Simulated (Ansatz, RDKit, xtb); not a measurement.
**[C4H2FO2]−: which of the isomers drawn lies lowest?**

Which of a sample of isomers of [C4H2FO2]− (charge -1) is the most stable in the gas at 298.15 K, and what are its properties? The sample is small against all isomers, and the most stable one of this formula need not be in it.

The funnel: GFN2-xTB relaxations, single points with a density functional, relaxations at PBE0-D3(BJ)/def2-SVPD, harmonic vibrations (at GFN2-xTB), and a last energy at a higher level. All values are calculated.

### Step 1. Possible bonding patterns

Isomers were taken from a list of plausible structures; this is a sample, not all of them. That gives 4 candidates.

| label | SMILES | spin |
| --- | --- | --- |
| c331 | [O-]c1occc1F | singlet |
| c712 | [O-]c1cc(F)co1 | singlet |
| c757 | O=C([O-])C#CCF | singlet |
| c780 | C#C[C@H](F)C(=O)[O-] | singlet |

Candidates are built by distance geometry, with a force field where one applies, in up to four conformers (letters a to d).

### Step 2. First filter: tight binding

All 4 starts are relaxed the same way. One of them, c757a (taken from a list of plausible isomers, embedded by distance geometry and MMFF94), in full:

The input, start.xyz:

```xyz
9
c757a
C     -3.516397    -0.551107    -0.418905
C     -1.987270    -0.564681     0.015300
C     -0.851517    -0.534221     0.372614
C      0.571167    -0.410491     0.673752
F      0.929377    -1.507796     1.433740
O     -3.709359    -1.144275    -1.464431
O     -4.295073     0.011399     0.368442
H      0.759892     0.499849     1.256316
H      1.181964    -0.426767    -0.217183
```

Started as:

```console
xtb start.xyz --gfn 2 --opt --chrg -1
```

Log, shortened:

```text
* xtb version 6.7.1
[...]
          :  # basis functions                  30          :
[...]
          :  # electrons                        38          :
[...]
          :  Hamiltonian                  GFN2-xTB          :
[...]
          :  net charge                         -1          :
          :  unpaired electrons                  0          :
[...]
   *** convergence criteria satisfied after 12 iterations ***
[...]
   *** GEOMETRY OPTIMIZATION CONVERGED AFTER 11 ITERATIONS ***
[...]
   *** convergence criteria satisfied after 3 iterations ***
[...]
         ::                     SUMMARY                     ::
         :::::::::::::::::::::::::::::::::::::::::::::::::::::
         :: total energy             -22.613233350720 Eh    ::
         :: gradient norm              0.000420336830 Eh/a0 ::
         :: HOMO-LUMO gap              3.742164435824 eV    ::
         ::.................................................::
         :: SCC energy               -22.855608145250 Eh    ::
         :: -> isotropic ES            0.196855273930 Eh    ::
         :: -> anisotropic ES          0.006756377878 Eh    ::
         :: -> anisotropic XC         -0.001982253585 Eh    ::
         :: -> dispersion             -0.005083773120 Eh    ::
         :: repulsion energy           0.242374794530 Eh    ::
         :: add. restraining           0.000000000000 Eh    ::
         :: total charge              -1.000000000000 e     ::
         :::::::::::::::::::::::::::::::::::::::::::::::::::::
[...]
        19        2.0000           -0.1900743              -5.1722 (HOMO)
        20                         -0.0525523              -1.4300 (LUMO)
[...]
     #   Z          covCN         q      C6AA      α(0)
     1   6          2.685     0.399    20.258     7.366
     2   6          1.960    -0.081    33.296     9.318
     3   6          1.961    -0.092    33.597     9.360
     4   6          3.608     0.136    18.854     6.273
     5   9          0.783    -0.283    12.134     4.115
     6   8          0.858    -0.570    25.396     6.757
     7   8          0.858    -0.570    25.397     6.757
     8   1          0.923     0.031     2.578     2.511
     9   1          0.923     0.031     2.578     2.511
[...]
     #   Z sym  total        # sym  WBO       # sym  WBO       # sym  WBO
 ---------------------------------------------------------------------------
     1   6      3.945 --     6      1.528     7      1.527     2      0.868
     2   6      3.905 --     3      2.819     1      0.868
     3   6      3.961 --     2      2.819     4      1.027
     4   6      3.894 --     3      1.027     8      0.961     9      0.961
                             5      0.905
     5   9      0.970 --     4      0.905
     6   8      1.885 --     1      1.528     7      0.244
     7   8      1.885 --     1      1.527     6      0.244
     8   1      0.999 --     4      0.961
     9   1      0.999 --     4      0.961
 ---------------------------------------------------------------------------
[...]
molecular dipole:
                 x           y           z       tot (Debye)
 q only:        6.120       1.614       0.294
   full:        6.524       1.725       0.344      17.173
molecular quadrupole (traceless):
[...]
          | TOTAL ENERGY              -22.613233350720 Eh   |
          | GRADIENT NORM               0.000420336830 Eh/α |
          | HOMO-LUMO GAP               3.742164435824 eV   |
           -------------------------------------------------
[...]
```

Wall time 0.05 s (4 threads of Arm Neoverse V2, shared host).

### Step 3. What the search left

4 of the 4 relaxations converged. 4 distinct structures remain:

| label | start | SMILES after | spin | energy (kcal/mol) |
| --- | --- | --- | --- | --- |
| c712a | drawn | [O-]c1cc(F)co1 | singlet | 0.0 |
| c331a | drawn | [O-]c1occc1F | singlet | 4.0 |
| c780a | drawn | C#C[C@H](F)C(=O)[O-] | singlet | 32.2 |
| c757a | drawn | O=C([O-])C#CCF | singlet | 32.7 |

### Step 4. Screening with a density functional

A choice of the minima (the low ones first, few conformers of a pattern, up to a cap) and the lowest that fell apart get a single point at r2SCAN-D4/def2-SVPD on the tight-binding geometry, and one at HF/STO-3G for comparison. The lowest singlets are also tried as triplets at the same geometry (label ending in t). The first, c712a:

The input, input.yaml:

```yaml
crystal:
  periodic: [false, false, false]
  atoms:
    - {symbol: C, position_ang: [-1.899576, -1.584994, 0.428434]}
    - {symbol: C, position_ang: [-1.264329, -0.629446, 1.229667]}
    - {symbol: C, position_ang: [-0.714981, 0.311958, 0.348651]}
    - {symbol: C, position_ang: [-0.994296, -0.041862, -0.929863]}
    - {symbol: F, position_ang: [-0.000216, 1.428249, 0.706170]}
    - {symbol: O, position_ang: [-2.532516, -2.615011, 0.696939]}
    - {symbol: O, position_ang: [-1.722609, -1.206298, -0.909790]}
    - {symbol: H, position_ang: [-1.216799, -0.628760, 2.299432]}
    - {symbol: H, position_ang: [-0.763017, 0.393073, -1.881435]}
basis:
  gaussian:
    orbitals: def2-SVPD
total_charge: -1
hamiltonian:
  xc: {name: r2SCAN}
  dispersion: d4
scf:
  lower_state_search: off
```

Started as:

```console
ansatz run input.yaml --threads 4 --pin off --max-ram 7830MiB --events-out events.jsonl --progress --plain --runs-dir runs
```

Log, shortened:

```text
Warning: RAYON_NUM_THREADS=4 ignored (pool sized by the plan → 4); use --threads N
Functional definition: r2SCAN
  name "r2SCAN"
[...]
1359 factors; their error is unknown
[...]
mean field -10978.58662916 eV, -403.4556170682 hartree, gradient 7.6e-6 eV, S^2 0.000000; 0 other end points of the search recorded, 0 dependent functions left out
reference -10978.58664342 eV, -403.4556175925 hartree; 26, 26 occupied and 139, 139 virtual orbitals, 1359 factors
Total energy: -10978.64387505 eV, -403.4577208161 hartree
Checks for a lower state left out: stability, starts, cluster_reference, orbital_swaps, neighbouring_geometries, increment
```

Run time: 1.8 s. Hardware: 4 threads of Arm Neoverse V2, shared host; peak memory 0.2 GiB.

Relative energies in kcal/mol, each column from its lowest structure that stays in one piece:

| label | SMILES | spin | GFN2-xTB | HF/STO-3G | r2SCAN-D4/def2-SVPD |
| --- | --- | --- | --- | --- | --- |
| c712a | [O-]c1cc(F)co1 | singlet | 0.0 | 0.0 | 0.0 |
| c331a | [O-]c1occc1F | singlet | 4.0 | 6.5 | 4.8 |
| c757a | O=C([O-])C#CCF | singlet | 32.7 | 54.4 | 17.5 |
| c780a | C#C[C@H](F)C(=O)[O-] | singlet | 32.2 | 60.8 | 20.5 |
| c331at | [O-]c1occc1F | triplet | – | – | 76.6 |
| c712at | [O-]c1cc(F)co1 | triplet | – | – | 81.3 |
| c757at | O=C([O-])C#CCF | triplet | – | – | 104.5 |

### Step 5. Relaxing the best candidates

3 candidates are relaxed at PBE0-D3(BJ)/def2-SVPD (chosen among the lowest in one piece). The first, c712a:

The input, input.yaml:

```yaml
crystal:
  periodic: [false, false, false]
  atoms:
    - symbol: C
      position_ang: [-1.899576, -1.584994, 0.428434]
    - symbol: C
      position_ang: [-1.264329, -0.629446, 1.229667]
    - symbol: C
      position_ang: [-0.714981, 0.311958, 0.348651]
    - symbol: C
      position_ang: [-0.994296, -0.041862, -0.929863]
    - symbol: F
      position_ang: [-0.000216, 1.428249, 0.706170]
    - symbol: O
      position_ang: [-2.532516, -2.615011, 0.696939]
    - symbol: O
      position_ang: [-1.722609, -1.206298, -0.909790]
    - symbol: H
      position_ang: [-1.216799, -0.628760, 2.299432]
    - symbol: H
      position_ang: [-0.763017, 0.393073, -1.881435]
basis:
  gaussian: {orbitals: def2-SVPD}
total_charge: -1
hamiltonian: {xc: {name: PBE0}, dispersion: d3bj}
scf: {lower_state_search: off}
relax: {f_tol: 0.006}
```

Started as:

```console
ansatz run input.yaml --threads 4 --pin off --max-ram 7830MiB --events-out events.jsonl --progress --plain --runs-dir runs
```

Log, shortened:

```text
Warning: RAYON_NUM_THREADS=4 ignored (pool sized by the plan → 4); use --threads N
[...]
Functional definition: PBE0
  name "PBE0"
[...]
1359 factors; their error is unknown
[...]
mean field -10972.47596256 eV, -403.2310542127 hartree, gradient 5.5e-6 eV, S^2 0.000000; 0 other end points of the search recorded, 0 dependent functions left out
[...]
reference -10972.47599704 eV, -403.2310554798 hartree; 26, 26 occupied and 139, 139 virtual orbitals, 1359 factors
relax step   1: F+E_penalty+E_count = -10972.64047938 eV  Δ(F+E_penalty+E_count) = +0.000e0 eV  max|allowed force component| = 7.195e-1 eV/Å  Δτ_max = 0.0000 Å  (19 SCF iters, accepted)
[...]
relax step   6: F+E_penalty+E_count = -10972.67393918 eV  Δ(F+E_penalty+E_count) = -1.270e-5 eV  max|allowed force component| = 6.694e-3 eV/Å  Δτ_max = 0.0020 Å  (23 SCF iters, accepted)
[...]
Atom 0 at    -1.905384    -1.595423     0.441530 Å, force    -0.000504    -0.000809    -0.000259 eV/Å
Atom 1 at    -1.260852    -0.623389     1.240163 Å, force     0.000376     0.000646    -0.000509 eV/Å
Atom 2 at    -0.710933     0.318895     0.341820 Å, force    -0.000715    -0.001158    -0.001292 eV/Å
Atom 3 at    -0.990740    -0.036213    -0.940407 Å, force     0.001318     0.001869     0.000153 eV/Å
Atom 4 at    -0.006728     1.417352     0.704532 Å, force     0.000197     0.000180     0.000376 eV/Å
Atom 5 at    -2.541304    -2.627745     0.679302 Å, force     0.000077     0.000037     0.000243 eV/Å
Atom 6 at    -1.719941    -1.203568    -0.898468 Å, force     0.000227     0.000363     0.000112 eV/Å
Atom 7 at    -1.212849    -0.624370     2.324775 Å, force    -0.000158    -0.000071     0.000564 eV/Å
Atom 8 at    -0.759608     0.401372    -1.905044 Å, force    -0.000819    -0.001058     0.000612 eV/Å
Dipole moment:     0.473658     0.765365    -0.129043 e Å
Checks for a lower state left out: stability, starts, cluster_reference, orbital_swaps, neighbouring_geometries, increment
```

Run time: 12 s. Hardware: 4 threads of Arm Neoverse V2, shared host; peak memory 0.41 GiB.

Energy change by step (eV): 0.0000, -0.0282, -0.0332, -0.0333, -0.0334, -0.0335, -0.0335.

After the run. Bond lengths: C1–C2 1.414 Å, C2–C3 1.413 Å, C3–C4 1.360 Å, C3–F5 1.354 Å, C1–O6 1.236 Å, C1–O7 1.408 Å, C4–O7 1.377 Å, C2–H8 1.086 Å, C4–H9 1.084 Å. Some angles: C1–C2–C3 106.1°, C2–C1–O6 134.5°, C2–C1–O7 106.6°, O6–C1–O7 118.9°, C2–C3–C4 110.2°, C2–C3–F5 125.0°, C4–C3–F5 124.9°, C3–C4–O7 107.6°, C1–O7–C4 109.5°, C1–C2–H8 125.7°.

[end of part 1 of 2]
